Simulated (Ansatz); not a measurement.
# Br2Mg, SMILES [Br][Mg][Br]: a comparison of dispersion corrections

Program: Ansatz's Python interface.

Input file `br2mg.xyz`:
```text
3

Br   -2.05050    0.95080   -1.02730
Mg   -0.01140   -0.00900   -0.00430
Br    2.05090   -1.00650    1.01830
```

Script `br2mg.py`:
```python
"""Size of D3 and D4 in Br2Mg."""

import ansatz as az

BASIS = "def2-SVP"


def main() -> None:
    geometry = az.Crystal.molecule_from_extxyz("br2mg.xyz")

    job = geometry.calculation().basis(gaussian=BASIS)
    for name in ["pbe", "r2scan"]:
        for correction in ("d3bj", "d4"):
            data = job.functional(name, dispersion=correction).run().report
            print(f"{name:8s} {correction:5s} total {data['free_energy_ev']:.5f} eV, of which dispersion {1000 * data['dispersion']['energy']['ev']:.2f} meV")


if __name__ == "__main__":
    main()
```

Running `python br2mg.py` prints:
```text
pbe      d3bj  total -145497.74353 eV, of which dispersion -64.19 meV
pbe      d4    total -145497.73276 eV, of which dispersion -53.42 meV
DeckWarning: the engine holds no damping parameters fitted to this dispersion correction and functional, so the run takes those fitted to r2scan beside the three-body term, which d3bj leaves out (hamiltonian.dispersion, under Limitations)
r2scan   d3bj  total -145521.17343 eV, of which dispersion -18.75 meV
r2scan   d4    total -145521.16695 eV, of which dispersion -12.28 meV
```
(Warnings from the package without file and line.)

Caveats:
- Total energies depend on the basis set; only differences at equal settings carry meaning.
- The geometry is a force-field or estimated start, not a minimum of this method, and the basis set is short of its limit. D4 holds the three-body term, and d3bj doesn't.
- A dispersion term here runs with damping parameters fitted for another variant or functional.
- The whole script took 12 s on 1 thread of Arm Neoverse V1, with other jobs on the host, peak memory 0.2 GiB.
